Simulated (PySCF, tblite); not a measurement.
# C5H12Si2: a rotation path, then NMR shifts on frames, part 2 of 2

tblite 0.8.0 and PySCF 2.14.0. Atoms count from 0. Earlier steps stand in the parts before.

## Step 5: Nuclear shieldings: image 3, PBE0/pcSseg-1

Job settings and geometry (Å):

```
{"job": {"kind": "nmr", "xc": "PBE0", "basis": "pcSseg-1", "pop": false}, "charge": 0, "multiplicity": 1}
C     -2.549900    -0.288400    -0.554600
Si    -1.151400     1.005000    -0.770600
C     -0.182400     0.061900     0.607800
C      1.268200    -0.324700     0.432600
C      2.371900     0.660600     0.687600
C      2.108500     0.174100    -0.704900
Si    -1.489700    -1.355900     0.628600
H     -2.851000    -0.787100    -1.471400
H     -3.458400     0.103300    -0.106000
H     -0.584100     0.944600    -2.118900
H     -1.482900     2.397500    -0.451000
H     -0.259500     0.628000     1.542400
H      1.484200    -1.339600     0.751000
H      3.261800     0.326300     1.199800
H      2.096700     1.679400     0.914900
H      2.815200    -0.499100    -1.167600
H      1.669100     0.879400    -1.390800
H     -0.983800    -2.594700     0.034100
H     -2.092300    -1.661400     1.929500
```

With the program's defaults for keys left out, this is: GIAO PBE0/pcSseg-1 NMR shielding, non-relativistic, gas phase.

Log:

```text
coarse grid: 16120 points
cycle   1  E = -776.0519403119  dE =  7.340e-01  |g| = 5.107e-01  |ddm| = 3.904e+00
cycle   2  E = -776.0072365677  dE =  4.470e-02  |g| = 6.469e-01  |ddm| = 1.133e+00
cycle   3  E = -776.1214423746  dE = -1.142e-01  |g| = 5.303e-02  |ddm| = 7.350e-01
cycle   4  E = -776.1219918075  dE = -5.494e-04  |g| = 2.943e-02  |ddm| = 9.383e-02
cycle   5  E = -776.1222037611  dE = -2.120e-04  |g| = 5.820e-03  |ddm| = 3.302e-02
cycle   6  E = -776.1222112033  dE = -7.442e-06  |g| = 1.646e-03  |ddm| = 7.312e-03
final grid: 144360 points
cycle   7  E = -776.1631256388  dE = -3.572e-05  |g| = 8.102e-03  |ddm| = 3.338e-02
cycle   8  E = -776.1631145133  dE =  1.113e-05  |g| = 1.034e-02  |ddm| = 1.818e-02
cycle   9  E = -776.1631428875  dE = -2.837e-05  |g| = 6.091e-04  |ddm| = 1.045e-02
cycle  10  E = -776.1631429556  dE = -6.804e-08  |g| = 2.673e-04  |ddm| = 8.086e-04
cycle  11  E = -776.1631429730  dE = -1.740e-08  |g| = 4.720e-05  |ddm| = 2.783e-04
cycle  12  E = -776.1631429734  dE = -4.259e-10  |g| = 1.836e-05  |ddm| = 7.317e-05
converged SCF energy = -776.1631429734

GIAO shielding tensors (ppm)
atom      isotropic    diamagn.    paramagn.     s11        s22        s33       span
  0 C      197.541     258.796     -61.254    181.469    204.031    207.125     25.656
  1 Si     385.715     881.129    -495.413    357.706    366.208    433.233     75.528
  2 C      164.794     255.100     -90.306    131.839    164.690    197.852     66.013
  3 C      174.545     243.349     -68.804    147.673    154.547    221.417     73.744
  4 C      177.599     255.118     -77.520    146.034    175.112    211.650     65.616
  5 C      174.184     251.986     -77.802    138.369    173.377    210.806     72.437
  6 Si     376.411     881.139    -504.729    336.344    363.406    429.482     93.137
  7 H       31.225      30.515       0.710     26.858     27.396     39.420     12.562
  8 H       31.270      29.940       1.330     27.290     27.463     39.057     11.767
  9 H       26.949      30.762      -3.814     23.270     26.980     30.597      7.327
 10 H       27.028      30.031      -3.003     23.341     25.093     32.651      9.310
 11 H       29.698      32.703      -3.005     24.426     30.850     33.819      9.393
 12 H       31.003      31.407      -0.404     22.819     30.102     40.087     17.268
 13 H       31.224      30.674       0.550     25.319     26.782     41.571     16.252
 14 H       31.939      32.178      -0.239     25.978     30.173     39.667     13.689
 15 H       31.069      30.583       0.485     25.399     26.449     41.357     15.958
 16 H       31.580      32.421      -0.841     26.249     29.458     39.033     12.784
 17 H       26.939      30.442      -3.503     24.289     25.405     31.124      6.835
 18 H       26.731      29.829      -3.098     23.364     24.642     32.187      8.824
```

Run time: 13 s. Hardware: 1 thread of AMD EPYC 9R45, shared host; peak memory 0.92 GiB.

In short: δ C2 22.1, C5 12.7, C3 12.4, C4 9.3, H18 4.99, H17 4.78 ppm.

## Step 6: Nuclear shieldings: image 5, PBE0/pcSseg-1

Job settings and geometry (Å):

```
{"job": {"kind": "nmr", "xc": "PBE0", "basis": "pcSseg-1", "pop": false}, "charge": 0, "multiplicity": 1}
C     -2.610600    -0.363000    -0.492500
Si    -1.207300     0.840200    -1.002700
C     -0.171600     0.113600     0.457500
C      1.254000    -0.320100     0.213000
C      2.396200     0.395500     0.871900
C      2.187700     0.524300    -0.606300
Si    -1.489200    -1.252200     0.782800
H     -2.992900    -0.994400    -1.289400
H     -3.473700     0.129100    -0.051700
H     -0.641500     0.570900    -2.324500
H     -1.523300     2.268000    -0.880100
H     -0.171200     0.839800     1.274900
H      1.378600    -1.390700     0.096900
H      3.239500    -0.175300     1.230400
H      2.166600     1.256600     1.482300
H      2.887500     0.036600    -1.269500
H      1.815600     1.464800    -0.981600
H     -1.041600    -2.573400     0.334500
H     -2.012700    -1.360700     2.146500
```

Level: GIAO PBE0/pcSseg-1 NMR shielding, non-relativistic, gas phase.

Log:

```text
coarse grid: 16120 points
cycle   1  E = -776.0519105443  dE =  7.303e-01  |g| = 5.119e-01  |ddm| = 3.901e+00
cycle   2  E = -776.0065656968  dE =  4.534e-02  |g| = 6.494e-01  |ddm| = 1.143e+00
cycle   3  E = -776.1217817494  dE = -1.152e-01  |g| = 5.242e-02  |ddm| = 7.410e-01
cycle   4  E = -776.1223095804  dE = -5.278e-04  |g| = 2.975e-02  |ddm| = 9.327e-02
cycle   5  E = -776.1225268518  dE = -2.173e-04  |g| = 5.607e-03  |ddm| = 3.294e-02
cycle   6  E = -776.1225337610  dE = -6.909e-06  |g| = 1.571e-03  |ddm| = 7.016e-03
final grid: 144360 points
cycle   7  E = -776.1640715235  dE = -3.579e-05  |g| = 8.248e-03  |ddm| = 3.179e-02
cycle   8  E = -776.1640597922  dE =  1.173e-05  |g| = 1.055e-02  |ddm| = 1.870e-02
cycle   9  E = -776.1640895228  dE = -2.973e-05  |g| = 6.528e-04  |ddm| = 1.075e-02
cycle  10  E = -776.1640896032  dE = -8.039e-08  |g| = 2.670e-04  |ddm| = 8.333e-04
cycle  11  E = -776.1640896203  dE = -1.711e-08  |g| = 5.302e-05  |ddm| = 2.742e-04
cycle  12  E = -776.1640896209  dE = -5.657e-10  |g| = 1.844e-05  |ddm| = 7.543e-05
converged SCF energy = -776.1640896209

GIAO shielding tensors (ppm)
atom      isotropic    diamagn.    paramagn.     s11        s22        s33       span
  0 C      196.855     258.987     -62.132    180.669    203.057    206.838     26.169
  1 Si     380.131     881.394    -501.262    344.255    367.270    428.869     84.613
  2 C      163.213     254.715     -91.502    131.713    157.286    200.641     68.927
  3 C      173.087     243.169     -70.082    146.210    154.080    218.970     72.760
  4 C      172.021     254.841     -82.820    136.575    172.226    207.263     70.687
  5 C      174.002     252.940     -78.938    137.224    173.033    211.751     74.527
  6 Si     374.173     880.955    -506.783    333.373    362.853    426.291     92.918
  7 H       31.228      30.321       0.907     26.931     27.331     39.421     12.491
  8 H       31.267      30.123       1.143     27.331     27.516     38.953     11.622
  9 H       26.944      30.866      -3.922     23.690     26.342     30.801      7.112
 10 H       26.923      30.367      -3.443     23.352     25.163     32.254      8.902
 11 H       30.403      33.373      -2.969     25.270     31.894     34.046      8.776
 12 H       30.858      31.801      -0.943     22.934     30.315     39.324     16.390
 13 H       31.032      30.656       0.376     25.206     26.650     41.240     16.033
 14 H       31.731      32.143      -0.411     26.158     29.751     39.285     13.126
 15 H       31.102      30.823       0.279     25.531     26.565     41.211     15.680
 16 H       32.042      32.189      -0.147     27.393     29.751     38.982     11.589
 17 H       26.931      30.426      -3.495     24.218     25.504     31.071      6.853
 18 H       26.666      29.772      -3.107     23.229     24.624     32.145      8.916
```

Wall time 13 s (1 thread of AMD EPYC 9R45, shared host); peak memory 0.92 GiB.

This run: δ C2 23.7, C4 14.9, C3 13.8, C5 12.9, H18 5.05, H10 4.79 ppm.

## Step 7: Nuclear shieldings: image 8, PBE0/pcSseg-1

Job settings and geometry (Å):

```
{"job": {"kind": "nmr", "xc": "PBE0", "basis": "pcSseg-1", "pop": false}, "charge": 0, "multiplicity": 1}
C     -2.628200    -0.485700    -0.406500
Si    -1.349400     0.664600    -1.254600
C     -0.165900     0.295700     0.224100
C      1.225200    -0.164100    -0.108900
C      2.317800    -0.075700     0.914600
C      2.332600     0.832900    -0.279800
Si    -1.380800    -1.015000     0.951400
H     -3.011000    -1.292800    -1.024900
H     -3.496300     0.041000    -0.018800
H     -0.856400     0.159000    -2.536700
H     -1.759000     2.063200    -1.408100
H     -0.082700     1.161400     0.885800
H      1.253300    -1.027300    -0.764900
H      3.051500    -0.866300     0.967600
H      2.078100     0.356100     1.875100
H      3.077600     0.665500    -1.043600
H      2.100500     1.876200    -0.124000
H     -0.908200    -2.393600     0.810400
H     -1.808600    -0.785800     2.334300
```

With the program's defaults for keys left out, this is: GIAO PBE0/pcSseg-1 NMR shielding, non-relativistic, gas phase.

Log:

```text
coarse grid: 16120 points
cycle   1  E = -776.0555078557  dE =  7.270e-01  |g| = 5.120e-01  |ddm| = 3.898e+00
cycle   2  E = -776.0100864111  dE =  4.542e-02  |g| = 6.498e-01  |ddm| = 1.145e+00
cycle   3  E = -776.1255419206  dE = -1.155e-01  |g| = 5.143e-02  |ddm| = 7.406e-01
cycle   4  E = -776.1260467142  dE = -5.048e-04  |g| = 2.974e-02  |ddm| = 9.131e-02
cycle   5  E = -776.1262643156  dE = -2.176e-04  |g| = 5.455e-03  |ddm| = 3.223e-02
cycle   6  E = -776.1262708936  dE = -6.578e-06  |g| = 1.452e-03  |ddm| = 6.463e-03
final grid: 144360 points
cycle   7  E = -776.1677954742  dE = -3.696e-05  |g| = 8.322e-03  |ddm| = 3.383e-02
cycle   8  E = -776.1677837485  dE =  1.173e-05  |g| = 1.062e-02  |ddm| = 1.874e-02
cycle   9  E = -776.1678138040  dE = -3.006e-05  |g| = 6.395e-04  |ddm| = 1.074e-02
cycle  10  E = -776.1678138798  dE = -7.577e-08  |g| = 2.720e-04  |ddm| = 8.332e-04
cycle  11  E = -776.1678138976  dE = -1.783e-08  |g| = 5.209e-05  |ddm| = 2.784e-04
cycle  12  E = -776.1678138982  dE = -5.473e-10  |g| = 1.742e-05  |ddm| = 7.294e-05
converged SCF energy = -776.1678138982

GIAO shielding tensors (ppm)
atom      isotropic    diamagn.    paramagn.     s11        s22        s33       span
  0 C      196.847     259.160     -62.314    180.939    202.798    206.802     25.863
  1 Si     378.989     881.191    -502.201    344.169    362.722    430.077     85.908
  2 C      160.233     254.336     -94.103    133.038    155.588    192.072     59.034
  3 C      171.152     243.473     -72.321    144.532    159.418    209.505     64.973
  4 C      176.040     253.773     -77.734    142.906    174.379    210.835     67.929
  5 C      176.042     253.789     -77.746    142.879    174.409    210.838     67.959
  6 Si     378.998     881.184    -502.186    344.326    362.596    430.070     85.744
  7 H       31.249      30.287       0.962     27.017     27.329     39.399     12.382
  8 H       31.256      30.123       1.133     27.305     27.521     38.942     11.637
  9 H       26.929      30.501      -3.573     23.774     25.834     31.179      7.405
 10 H       26.762      30.124      -3.362     23.213     24.917     32.156      8.943
 11 H       31.151      33.839      -2.688     27.036     32.131     34.287      7.252
 12 H       30.751      32.169      -1.418     23.803     29.938     38.511     14.707
 13 H       31.192      30.730       0.461     25.513     26.684     41.378     15.866
 14 H       31.884      32.016      -0.132     26.566     29.492     39.594     13.028
 15 H       31.185      30.728       0.457     25.514     26.674     41.366     15.852
 16 H       31.890      32.020      -0.130     26.568     29.506     39.595     13.026
 17 H       26.921      30.494      -3.573     23.769     25.819     31.175      7.406
 18 H       26.759      30.114      -3.355     23.208     24.912     32.158      8.949
```

Run time: 13 s. Hardware: 1 thread of AMD EPYC 9R45, shared host; peak memory 0.92 GiB.

This run: δ C2 26.7, C3 15.8, C4 10.9, C5 10.9, H18 4.96, H10 4.95 ppm.

## Step 8: Comparing the runs: NMR shifts

Shifts (ppm) of some atoms, chosen among heavy atoms and hydrogens apart, with basis size and wall time:

| frame | C2 | C4 | C5 | H11 | H16 | Si6 | Si1 | functions | time |
| --- | --- | --- | --- | --- | --- | --- | --- | --- | --- |
| image 0 | 24.8 | 9.8 | 5.2 | 2.35 | 0.21 | -30.2 | -42.1 | 193 | 14 s |
| image 1 | 24.5 | 7.3 | 6.4 | 2.35 | 0.41 | -30.3 | -42.3 | 193 | 13 s |
| image 3 | 22.1 | 9.3 | 12.7 | 2.02 | 0.14 | -27.3 | -36.6 | 193 | 13 s |
| image 5 | 23.7 | 14.9 | 12.9 | 1.31 | -0.33 | -25.0 | -31.0 | 193 | 13 s |
| image 8 | 26.7 | 10.9 | 10.9 | 0.57 | -0.17 | -29.8 | -29.8 | 193 | 13 s |

## Step 9: Summary of results

The summary covers parts 1 to 2.

| quantity | value |
| --- | --- |
| barrier | 0.100 eV (2.3 kcal/mol) at image 3 |
| end to end (GFN2-xTB) | 0.003 eV |
| ¹³C shifts against TMS (PBE0/pcSseg-1, image 0) | 24.8, 11.9, 9.8, 5.2, -10.6 ppm |
| ¹H shifts against TMS (PBE0/pcSseg-1, image 0) | 4.94, 4.77, 4.61, 4.54, 2.35, 0.86, 0.54, 0.47, 0.42, 0.26, 0.21, -0.26 ppm |
| ²⁹Si shifts against TMS (PBE0/pcSseg-1, image 0) | -30.2, -42.1 ppm |
| range of the shift of Si1 | -42.3 to -29.8 ppm |

**Reading.** Along the band the dihedral turns by 130°, and the top (dihedral 82°) lies 2.3 kcal/mol above the start (GFN2-xTB, rough), so at room temperature this motion is fast. The top was not checked by a frequency run. Shifts at one fixed geometry are not the observed spectrum, which averages over the motion. In ppm, Si1 moves most: its shift spreads over 12.4 ppm, from -42.3 (image 1) to -29.8 (image 8).
